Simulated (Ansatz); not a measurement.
H₄OSeSi, SMILES O[SiH2][SeH], the energy of protonation at one site

With Ansatz's Python interface.

Interactive session:
```pycon
>>> import ansatz as az
>>> import numpy as np
>>> BASIS = "def2-SVP"
>>> FUNCTIONAL = "b3lyp"
>>> DISPERSION = "d4"
>>> CHARGE = 1
>>> FMAX = 0.01
>>> geometry_ang = [
...     ("O", (-1.1821, -0.745, -0.4884)),
...     ("Si", (-0.0946, 0.4315, 0.0979)),
...     ("Se", (1.4332, -0.649, 1.3493)),
...     ("H", (-1.7887, -0.1477, -1.0399)),
...     ("H", (0.5778, 1.096, -1.0463)),
...     ("H", (-0.7816, 1.4515, 0.924)),
...     ("H", (1.8973, -1.5054, 0.1579)),
... ]
>>> molecule = az.Crystal.molecule()
>>> for symbol, xyz in geometry_ang:
...     molecule = molecule.atom(symbol, xyz)
...
>>> base = (
...     molecule.calculation()
...     .basis(gaussian=BASIS)
...     .functional(FUNCTIONAL, dispersion=DISPERSION)
... )
>>> symbols = [site.symbol for site in molecule.cartesian_sites]
>>> start = np.array([site.position_ang for site in molecule.cartesian_sites], dtype=float)
>>> data = base.relax(force_tolerance=0.01, max_steps=100).run(threads=1).report
>>> end = np.array(data["positions_ang"])
>>> away = sum((end[0] - end[j]) / np.linalg.norm(end[0] - end[j]) for j in [1, 3]) + np.array([0.15, 0.1, -0.2])
>>> proton = end[0] + 1.0 * away / np.linalg.norm(away)
>>> acid = az.Crystal.molecule()
>>> for symbol, place in zip(symbols, end):
...     acid = acid.atom(symbol, place.tolist())
...
>>> acid = acid.atom("H", proton.tolist())
>>> protonated = (
...     acid.calculation()
...     .basis(gaussian=BASIS)
...     .functional(FUNCTIONAL, dispersion=DISPERSION)
...     .charge(CHARGE)
...     .relax(force_tolerance=FMAX, max_steps=80)
... )
>>> after = protonated.run(threads=1).report
>>> xyz = np.array(after["positions_ang"])
>>> reach = np.linalg.norm(xyz[:-1] - xyz[-1], axis=1)
>>> print(f"base {data['free_energy_ev']:.5f} eV, protonated {after['free_energy_ev']:.5f} eV")
base -75330.75462 eV, protonated -75339.14906 eV
>>> print(f"the proton ends {reach.min():.3f} A from {symbols[reach.argmin()]}{reach.argmin()}")
the proton ends 0.978 A from O0
>>> print(f"electronic proton affinity {(data['free_energy_ev'] - after['free_energy_ev']):.3f} eV")
electronic proton affinity 8.394 eV
```

Total energies depend on the basis set; only differences at equal settings carry meaning. The proton is put on one chosen atom, which needn't be the most basic site, so the molecule's proton affinity can be higher; the ends are stationary points, not checked by frequencies, and zero-point and thermal terms count only where printed. b3lyp holds the VWN-RPA fit, as in Gaussian; the form of ORCA and Turbomole is b3lyp5. Hardware and time: 3.2 min on 1 thread of Arm Neoverse V1 (shared host), peak memory 0.26 GiB.
